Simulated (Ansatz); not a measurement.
# FGe2H6N: basis-set convergence

One table from this session's results is given with a row withheld; the runs are named, their logs left out.

Program: Ansatz 0.2.0, Gaussian basis. Level of theory: one geometry, several basis sets. These are calculated values, not measurements.

The runs, in order: PBE0-D4/def2-SVP; ωB97M-V/def2-SVP; PBE0-D4/def2-QZVPP; ωB97M-V/def2-QZVPP; the functionals' def2-TZVPP values are taken from earlier runs.

### The relaxed structure

An earlier PBE0-D4 in a triple-zeta def2 set relaxation fixed the geometry.

SMILES `[F][GeH2][NH][GeH3]`, 10 atoms, charge 0, spin multiplicity 1.

Atoms are counted from 1 here; the program's logs count them from 0.

Bond lengths: F1–Ge2 1.750 Å, Ge2–N3 1.807 Å, Ge2–H5 1.531 Å, Ge2–H6 1.532 Å, N3–Ge4 1.843 Å, N3–H7 1.010 Å, Ge4–H8 1.535 Å, Ge4–H9 1.540 Å, Ge4–H10 1.538 Å. Angles: F1–Ge2–N3 110.3°, F1–Ge2–H5 105.0°, F1–Ge2–H6 105.0°, N3–Ge2–H5 109.4°, N3–Ge2–H6 110.3°, H5–Ge2–H6 116.5°, Ge2–N3–Ge4 125.5°, Ge2–N3–H7 114.8°, Ge4–N3–H7 115.0°, N3–Ge4–H8 105.8°, N3–Ge4–H9 111.8°, N3–Ge4–H10 108.5°, H8–Ge4–H9 110.4°, H8–Ge4–H10 111.0°, H9–Ge4–H10 109.3°.

The first run:

File in.yaml:

```yaml
crystal:
  periodic: [false, false, false]
  atoms:
    - {symbol: F, position_ang: [0.655354, 1.037852, -2.259265]}
    - {symbol: Ge, position_ang: [-0.348629, 1.316288, -0.853024]}
    - {symbol: N, position_ang: [-0.688727, -0.244229, -0.007224]}
    - {symbol: Ge, position_ang: [0.520299, -1.195705, 1.008110]}
    - {symbol: H, position_ang: [0.488841, 2.217558, 0.057973]}
    - {symbol: H, position_ang: [-1.646588, 1.916009, -1.404018]}
    - {symbol: H, position_ang: [-1.430081, -0.794568, -0.416103]}
    - {symbol: H, position_ang: [1.541762, -0.167225, 1.512927]}
    - {symbol: H, position_ang: [1.223221, -2.289619, 0.183203]}
    - {symbol: H, position_ang: [-0.232353, -1.847460, 2.180521]}
basis:
  gaussian: {orbitals: def2-SVP}
hamiltonian: {xc: pbe0, dispersion: d4}
output: {orbitals: {seedname: orbitals}}
```

Launch:

```sh
$ ansatz run in.yaml --threads 2 --pin off --events-out ev --progress --plain --max-ram 22528MiB --backend cpu
```

Among the steps run: PBE0-D4 in def2-SVP; ωB97M-V in def2-SVP; PBE0-D4 in def2-QZVPP; ωB97M-V in def2-QZVPP.

One table of the session follows, with a row left open; its other results are not shown here.

It belongs to the step «Density functionals: the series». 

```
functional       basis  HOMO (eV)  LUMO (eV)
   PBE0-D4    def2-SVP      -7.60       0.40
   PBE0-D4  def2-TZVPP      -7.71       0.04
   PBE0-D4  def2-QZVPP      -7.73      -0.17
   ωB97M-V    def2-SVP          ?          ?
   ωB97M-V  def2-TZVPP     -10.02       1.72
   ωB97M-V  def2-QZVPP     -10.04       1.29
```

Estimate the missing values for ωB97M-V, def2-SVP.

As computed: HOMO (eV): -9.88; LUMO (eV): 2.23. In the column «HOMO (eV)» it lies between ωB97M-V, def2-TZVPP (-10.02) and PBE0-D4, def2-QZVPP (-7.73).
